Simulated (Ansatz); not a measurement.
# H6N2SeSi: the cost of one run

All numbers are computed with the Python package of Ansatz 0.2.0. Level of theory: PBE0/def2-SVP.

**1. The system**

Bond lengths: N1–Si2 1.722 Å, Si2–N3 1.787 Å, Si2–Se4 2.330 Å, N1–H5 1.075 Å, N1–H6 1.097 Å, Si2–H7 1.491 Å, N3–H8 1.104 Å, N3–H9 1.074 Å, Se4–H10 1.534 Å. Angles: N1–Si2–N3 108.1°, N1–Si2–Se4 111.0°, N1–Si2–H7 110.3°, N3–Si2–Se4 109.9°, N3–Si2–H7 110.4°, Se4–Si2–H7 107.1°, Si2–N1–H5 109.9°, Si2–N1–H6 109.5°, H5–N1–H6 103.2°, Si2–N3–H8 103.4°, Si2–N3–H9 105.7°, H8–N3–H9 105.0°, Si2–Se4–H10 88.3°.

The script holds or builds the structure itself.

**2. The script**

run_scan.py reads:

```python
import warnings

import ansatz
from ase import Atoms
import numpy as np

warnings.simplefilter('ignore', ansatz.DeckWarning)

atoms = Atoms(['N', 'Si', 'N', 'Se', 'H', 'H', 'H', 'H', 'H', 'H'], positions=[
    (-1.3124, 0.7779, -0.0058),
    (0.2032, -0.0079, 0.2205),
    (-0.1088, -1.7462, 0.4955),
    (1.5734, 0.2681, -1.6431),
    (-1.7822, 0.4155, -0.9021),
    (-1.1448, 1.8398, -0.2234),
    (0.9233, 0.5807, 1.3855),
    (0.8964, -2.1602, 0.6875),
    (-0.618, -1.8041, 1.4388),
    (1.453, 1.7853, -1.4504),
])
mol = ansatz.Crystal.molecule_from_ase(atoms)

symbols = [site.symbol for site in mol.cartesian_sites]
start = np.array([site.position_ang for site in mol.cartesian_sites])
axis = (start[2] - start[1]) / np.linalg.norm(start[2] - start[1])
moving = [2, 7, 8]
lengths, energies = [1.52, 1.64, 1.79, 1.97, 2.23, 2.68, 3.22, 3.93], []
for length in lengths:
    xyz = start.copy()
    xyz[moving] += (length - np.linalg.norm(start[2] - start[1])) * axis
    point = ansatz.Crystal.molecule()
    for symbol, place in zip(symbols, xyz):
        point = point.atom(symbol, place.tolist())
    model = point.calculation()
    model = model.basis(gaussian='def2-SVP').functional('pbe0')
    rep = model.run().report
    energies.append(rep['free_energy_ev'])
    print(f'r = {length:6.3f} A  E = {energies[-1]:.5f} eV  <S^2> = {abs(rep["mean_field"]["state"]["spin_squared"]):.3f}')

print('energy above the lowest point (eV):', [round(e - min(energies), 3) for e in energies])
```

**3. The calls as engine input**

The package turns the script's settings into the engine's input (first run):

```yaml
crystal:
  periodic: [false, false, false]
  atoms:
    - { symbol: "N", position_ang: [-1.3124, 0.7779, -0.0058] }
    - { symbol: Si, position_ang: [0.2032, -0.0079, 0.2205] }
    - { symbol: "N", position_ang: [-0.062129866990105836, -1.486178550605452, 0.4543644660970484] }
    - { symbol: Se, position_ang: [1.5734, 0.2681, -1.6431] }
    - { symbol: H, position_ang: [-1.7822, 0.4155, -0.9021] }
    - { symbol: H, position_ang: [-1.1448, 1.8398, -0.2234] }
    - { symbol: H, position_ang: [0.9233, 0.5807, 1.3855] }
    - { symbol: H, position_ang: [0.9430701330098942, -1.900178550605452, 0.6463644660970485] }
    - { symbol: H, position_ang: [-0.5713298669901058, -1.544078550605452, 1.3976644660970485] }
    - { symbol: H, position_ang: [1.453, 1.7853, -1.4504] }
basis:
  gaussian:
    orbitals: def2-SVP
hamiltonian:
  xc: pbe0
```

**4. Launch**

Run with:

```sh
$ python run_scan.py
```

What time and memory should one allow on 1 thread of Arm Neoverse V1, shared host?

About 39 s, with a peak of 0.29 GiB.
